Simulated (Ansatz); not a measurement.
Consider the interaction energy of a dimer with the counterpoise correction of ClH2ISi, SMILES Cl[SiH2]I (Ansatz 0.2.0 through its Python package).

`dimer_clh2isi.py`:
```python
"""Interaction energy of two ClH2ISi molecules, with the counterpoise correction."""

import ansatz as az

FIRST = [
    ("Cl", (-1.6721, 0.4328, -0.9039)),
    ("Si", (-0.0368, 0.0843, 0.1734)),
    ("I", (1.4809, -1.2474, -1.1767)),
    ("H", (-0.3633, -0.6488, 1.3889)),
    ("H", (0.5912, 1.3789, 0.5184)),
]
SECOND = [
    ("Cl", (0.1979, 3.7981, -1.0482)),
    ("Si", (-0.1621, 3.8442, 0.9074)),
    ("I", (-2.0448, 2.3773, 1.3582)),
    ("H", (-0.4937, 5.1944, 1.3417)),
    ("H", (1.0401, 3.3647, 1.6245)),
]

def energy(atoms, ghosts=()):
    molecule = az.Crystal.molecule()
    for symbol, xyz in atoms:
        molecule = molecule.atom(symbol, xyz)
    calc = (
        molecule.calculation()
        .basis(gaussian="def2-SVP")
        .functional("b3lyp")
        .accuracy("medium")
    )
    deck = calc.input()
    if ghosts:
        deck = deck.set(az.key.basis.gaussian.ghost_atoms, [{"symbol": s, "position_ang": list(xyz)} for s, xyz in ghosts])
    return az.Session.from_dict(deck).plan().execute().report["free_energy_ev"]

# ghost atoms carry the functions of the partner
both = energy(FIRST + SECOND)
alone = energy(FIRST) + energy(SECOND)
ghosted = energy(FIRST, SECOND) + energy(SECOND, FIRST)
print(f"dimer {both:.6f} eV")
print(f"interaction, uncorrected   {(both - alone):8.3f} eV")
print(f"interaction, counterpoise  {(both - ghosted):8.3f} eV")
print(f"basis-set superposition    {(alone - ghosted):8.3f} eV")
```

How large is the interaction at this pose, and how much of it is basis-set superposition?

Uncorrected it is 0.845 eV, with the counterpoise correction 0.962 eV; the difference, 0.12 eV, is the superposition error. In this basis both values are repulsive.

The run itself:

```console
$ python dimer_clh2isi.py
dimer -57064.725758 eV
interaction, uncorrected      0.845 eV
interaction, counterpoise     0.962 eV
basis-set superposition       0.116 eV
```

Reading the output:
- The settings weren't tested for convergence.
- The dimer is a generated trial pose of unrelaxed monomers, not a minimum, so the figure is no binding energy, and the basis set is small.
- def2 sets replace the cores of elements past krypton by effective core potentials.
- b3lyp holds the VWN-RPA fit, as in Gaussian; the form of ORCA and Turbomole is b3lyp5.
- This level lacks the dispersion part of the attraction (electrostatics and induction are there), which can decide the sign where the interaction is weak.
- Hardware and time: 15 s on 1 thread of Intel(R) Xeon(R) 6975P-C (Granite Rapids) (shared host), peak memory 0.51 GiB.

(Lines on the test bed's own set-up are left out of the output.)
